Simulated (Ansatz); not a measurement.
# H3 (doublet): wave-function methods side by side at distance H1–H2 along a hydrogen transfer = 0.808 Å, cc-pVQZ

One table from this session's results is given with a row withheld; the runs are named, their logs left out.

Method: cc-pVQZ, core rule «outside noble gas», up to 0 orbitals frozen; program: Ansatz 0.2.0, Gaussian basis.

Plan: UHF; CCSD(T) on ROHF; CCSD(T) on UHF; BCCD(T) on ROHF; CISD; CCSDT on ROHF; CCSDT on UHF; CASSCF and NEVPT2, 3 electrons in 3 orbitals; Full CI.

9 further runs of the same task are left out: 1 for a mislabelled method, 8 that didn't finish.

## What is computed

The geometry derives from fragments relaxed apart (PBE0/def2-TZVP) and kept rigid, so it is no stationary point. A hydrogen atom is moved between rigid fragments.

3 atoms, charge 0, spin multiplicity 2.

Atoms are counted from 1 here; the program's logs count them from 0.

Bond lengths: H1–H2 0.808 Å.

The first run:

Contents of in.yaml:

```yaml
crystal:
  periodic: [false, false, false]
  atoms:
    - {symbol: H, position_ang: [0.000000, 0.000000, -0.840000]}
    - {symbol: H, position_ang: [0.000000, 0.000000, -0.032000]}
    - {symbol: H, position_ang: [0.000000, 0.000000, 0.872000]}
basis:
  gaussian: {orbitals: cc-pVQZ}
magnetization: {spin_polarized: true, initial_magnetization: 1}
hamiltonian: {xc: hf}
output: {orbitals: {seedname: orbitals}}
```

Command:

```bash
$ ansatz run in.yaml --threads 1 --pin off --events-out ev --progress --plain --max-ram 2393MiB
```

Among the steps run: UHF; CCSD(T) on ROHF; CCSD(T) on UHF; BCCD(T) on ROHF; CISD; CCSDT on ROHF; CCSDT on UHF; CASSCF and NEVPT2, 3 electrons in 3 orbitals; Full CI.

One of the session's tables, all rows but one given; the rest of the session is left out.

```
        method  from FCI (meV)
          ROHF         +1668.4
           UHF               ?
          RMP2          +295.4
          UMP2          +309.5
          CISD           +18.0
         RCCSD           +19.4
         UCCSD           +16.2
      RCCSD(T)            +2.9
      UCCSD(T)            +3.0
       BCCD(T)            +2.9
        RCCSDT             0.0
        UCCSDT             0.0
CASSCF valence          +977.7
NEVPT2 valence          +239.8
           FCI               0
```

Q: Estimate the row for UHF from the others.

As computed: from FCI (meV): +1438.7. In the column «from FCI (meV)» it lies between CASSCF valence (+977.7) and ROHF (+1668.4).

Limits of these values: Restricted and unrestricted rows rest on different reference determinants; where their highest levels disagree by more than a few hundredths of an eV, they describe different states and don't form one ladder.
